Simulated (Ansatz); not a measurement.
**C₅H₅NO: small, medium and large basis sets**

How large a basis does C₅H₅NO need? Two functionals are run in growing sets.

Computed with Ansatz 0.2.0, Gaussian basis. Level: one geometry, several basis sets.

Levels to be run: PBE0-D4/def2-SVP; ωB97M-V/def2-SVP; PBE0-D4/def2-QZVPP; ωB97M-V/def2-QZVPP; the functionals' def2-TZVPP values are taken from earlier runs.

### Step 1. The relaxed structure

All runs share one geometry, relaxed beforehand with PBE0-D4 in a triple-zeta def2 set.

SMILES `[O-][n+]1ccccc1`, 12 atoms, charge 0, spin multiplicity 1.

Atoms are counted from 1 here; the program's logs count them from 0.

Bond lengths: O1–N2 1.260 Å, N2–C3 1.362 Å, N2–C7 1.362 Å, C3–C4 1.375 Å, C3–H8 1.080 Å, C4–C5 1.386 Å, C4–H9 1.083 Å, C5–C6 1.386 Å, C5–H10 1.082 Å, C6–C7 1.375 Å, C6–H11 1.083 Å, C7–H12 1.080 Å. Angles: O1–N2–C3 120.8°, O1–N2–C7 120.8°, C3–N2–C7 118.3°, N2–C3–C4 121.5°, N2–C3–H8 113.7°, C4–C3–H8 124.8°, C3–C4–C5 120.6°, C3–C4–H9 118.2°, C5–C4–H9 121.2°, C4–C5–C6 117.5°, C4–C5–H10 121.2°, C6–C5–H10 121.2°, C5–C6–C7 120.6°, C5–C6–H11 121.2°, C7–C6–H11 118.2°, N2–C7–C6 121.5°, N2–C7–H12 113.7°, C6–C7–H12 124.8°.

### Step 2. PBE0-D4 in def2-SVP

in.yaml reads:

```yaml
crystal:
  periodic: [false, false, false]
  atoms:
    - {symbol: O, position_ang: [-0.235210, -2.598779, 0.129561]}
    - {symbol: N, position_ang: [-0.121868, -1.345851, 0.067097]}
    - {symbol: C, position_ang: [-0.053413, -0.593726, 1.200282]}
    - {symbol: C, position_ang: [0.070408, 0.774348, 1.148275]}
    - {symbol: C, position_ang: [0.129553, 1.430863, -0.071334]}
    - {symbol: C, position_ang: [0.059025, 0.657328, -1.219647]}
    - {symbol: C, position_ang: [-0.064618, -0.709151, -1.135326]}
    - {symbol: H, position_ang: [-0.105556, -1.173862, 2.109804]}
    - {symbol: H, position_ang: [0.120175, 1.319961, 2.082454]}
    - {symbol: H, position_ang: [0.227006, 2.506848, -0.124976]}
    - {symbol: H, position_ang: [0.099661, 1.108144, -2.203503]}
    - {symbol: H, position_ang: [-0.125161, -1.376114, -1.982676]}
basis:
  gaussian: {orbitals: def2-SVP}
hamiltonian: {xc: pbe0, dispersion: d4}
output: {orbitals: {seedname: orbitals}}
```

The run is started by

```bash
$ ansatz run in.yaml --threads 4 --pin off --events-out ev --progress --plain --max-ram 10444MiB
```

The runs that follow: ωB97M-V in def2-SVP; PBE0-D4 in def2-QZVPP; ωB97M-V in def2-QZVPP.

**Question.** What will the summary of the whole plan be? Wanted: PBE0-D4: double and triple zeta above quadruple; ωB97M-V: double and triple zeta above quadruple.

The runs gave:

```
                                       quantity           value
PBE0-D4: double and triple zeta above quadruple  10.24, 0.47 eV
ωB97M-V: double and triple zeta above quadruple  10.60, 0.44 eV
```

For PBE0-D4 the step from double to triple zeta gains 9.78 eV and the next only 0.47 eV. Total energies overstate the basis error of differences, where much of it tends to cancel.
